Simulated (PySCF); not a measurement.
# Cl3Eu (EuCl3): the cost of one run

Computed with PySCF 2.14.0 and routines of our own; the level stands in each step. Atoms count from 0.

### Step 1. The system as given

4 atoms, charge 0, states of the metal's open shell are computed; geometry from: model geometry, bond lengths from ionic radii.

### Step 2. Ligand-field states: state-averaged CASSCF

The job: settings as JSON, then the geometry in Å.

```
{"job": {"kind": "lf", "basis": {"metal": "x2c-TZVPall", "ligand": "x2c-SVPall"}, "nevpt": false, "roots": {"7": 7, "5": 140, "3": 113, "1": 123}}, "charge": 0, "metal": "Eu", "open_shell": "f6"}
Eu     0.000000     0.000000     0.000000
Cl     2.477000     0.000000     0.000000
Cl    -1.238500     2.145145     0.000000
Cl    -1.238500    -2.145145     0.000000
```

Level: state-averaged CASSCF of the metal f shell, state-interaction spin-orbit coupling.

Command:

```console
$ OMP_NUM_THREADS=1 python lf_run.py task.json out
```

This one command runs all jobs of the session in turn.

Q: Estimate the wall time and peak memory of this first job on 1 thread of Arm Neoverse V2, shared host.

About 44 s, with a peak of 0.71 GiB.
